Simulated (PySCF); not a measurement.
Runs of PySCF 2.14.0 on BOH3. The cell holds a molecule in a box, 5 atoms: a = 11.000 Å, b = 12.000 Å, c = 12.000 Å, α = 90.00°, β = 90.00°, γ = 90.00°. 

| task | level | frozen core bands | conv_tol | grid for exchange and correlation | three-body dispersion term | gap on the mesh (eV) |
| --- | --- | --- | --- | --- | --- | --- |
| excitation energies (Tamm-Dancoff) | PBE0 | 2 | 1e-08 Ha | Becke, atom-centred | - | 8.83 |
| CCSD(T) correlation energy | HF | 2 | 1e-08 Ha | - | - | 16.61 |
| atomic charges | TPSSh+D4 | - | 1e-07 Ha | Becke, atom-centred | yes | (a) |
| atomic charges | B3PW91+D3(BJ) | - | 1e-07 Ha | Becke, atom-centred | no | (b) |
| atomic charges | PBEsol0 | - | 1e-07 Ha | Becke, atom-centred | - | 8.74 |
| atomic charges | r2SCAN50+D4 | - | 1e-07 Ha | Becke, atom-centred | yes | 11.63 |
| MP2 correlation energy | HF | 2 | 1e-08 Ha | - | - | 16.61 |

Alike in all rows: potentials or basis 6-31g* (all-electron); no spin polarisation; cell as given; k mesh 1 × 1 × 1; smearing fixed.

**Question.** Estimate the missing entries.

**Answer.** (a) 7.70; (b) 8.38.

Caveats: this is a molecule in a periodic box at the Γ point, so its band gap is the HOMO-LUMO gap; the basis of atomic orbitals isn't converged, which shifts pressures, moduli and gaps; the basis is small and the box finite, so much correlation energy is missing and levels can be off by tenths of an eV (some runs); the iterative solver can pass over a root and still report convergence (some runs).

Runs at the PBE level aren't shown here.
